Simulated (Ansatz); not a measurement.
# NbAs (I4_1md): equation of state with a fit in Python

The task is an equation of state with a fit, for NbAs (I4_1md).

Computed with Ansatz 0.2.0 through its Python package. Level of theory: DFT LDA, plane waves, PAW.

## (1) Starting point

The structure is tetragonal, space group I4_1md (No. 109). The conventional cell has a = 3.452 Å, b = 3.452 Å, c = 11.680 Å, α = 90.00°, β = 90.00°, γ = 90.00°. Nb (site symmetry 2mm) is surrounded by 6 As at 2.60 to 2.63 Å. As (site symmetry 2mm) has 6 Nb at 2.60 to 2.63 Å as nearest neighbours.

No structure file is read: the coordinates are typed or built in the script.

## (2) The script

Contents of eos.py:

```python
"""Energy against volume for NbAs, with a fit."""

import warnings

import ansatz as az
import numpy as np
from pymatgen.analysis.eos import EOS

vectors0 = np.array([
    [-1.72585, 1.72585, 5.84],
    [1.72585, -1.72585, 5.84],
    [1.72585, 1.72585, -5.84],
])
sites = [
    ("Nb", (0.0, 0.0, 0.0)),
    ("Nb", (0.75, 0.25, 0.5)),
    ("As", (0.416, 0.416, 0.0)),
    ("As", (0.166, 0.666, 0.5)),
]


def crystal_on(cell):
    crystal = az.Crystal(lattice=az.Lattice.of(cell))
    for symbol, position in sites:
        crystal = crystal.atom(symbol, position)
    return crystal

warnings.simplefilter("ignore", az.DeckWarning)

# uniform scaling of the cell
volumes, energies, pressures = [], [], []
for scale in np.linspace(0.95, 1.07, 5):
    cell = vectors0 * scale ** (1 / 3)
    job = crystal_on(cell).calculation()
    job = job.functional("LDA")
    job = job.basis(380, density_ratio=8)
    job = job.occupations("Fermi-Dirac")
    job = job.mixing("anderson", beta=0.7)
    job = job.scf(max_iterations=80, lower_state_search="standard")
    job = job.kpoints(11, 11, 11).stress()
    rep = job.run(threads=1, pin="off").report
    volumes.append(abs(np.linalg.det(cell)) / len(sites))
    energies.append(rep["free_energy_ev"] / len(sites))
    pressures.append(np.trace(rep["stress_gpa"]) / 3)
    print(f"V = {volumes[-1]:8.4f} A^3/atom  F = {energies[-1]:.5f} eV/atom  P = {pressures[-1]:8.3f} GPa")

for form in ["vinet"]:
    fit = EOS(eos_name=form).fit(volumes, energies)
    print(f"{form:18s} V0 {fit.v0:8.4f} A^3/atom  B0 {fit.b0_GPa:7.1f} GPa  B1 {fit.b1:5.2f}")
```

## (3) Launch

On the command line:

```bash
> python eos.py
```

**Question.** Estimate the equilibrium volume and the bulk modulus.

**Answer**, as computed:

| quantity | value |
| --- | --- |
| runs compared | 5 |
| range of energy | 88.07 meV/atom |
| lowest point, volume (Å³/atom) | 17.047 |
| equilibrium volume (fit) | 16.85 Å³/atom |
| bulk modulus (fit) | 187 GPa |

**Reading.** A third-order Birch-Murnaghan fit through the 5 points (the script's own form differs a little) has its minimum at 16.85 Å³ an atom, 3.1 % below the typed cell, with a bulk modulus of 187 GPa and dB/dP = 4.5. From that minimum the energy rises by 3.9 meV an atom on the compressed side and 89.3 meV on the expanded side. The window is off centre, so dB/dP is rough. Reading the output:
- The cutoff lies under the one recommended for these potentials.
- No spin polarisation was allowed.
- Shape and fractional positions are held along the curve, so the bulk modulus is an upper value where they are free to relax.
- Under the recommended cutoff a pressure can be off by several GPa, even in sign.
- Pressure is positive in compression.
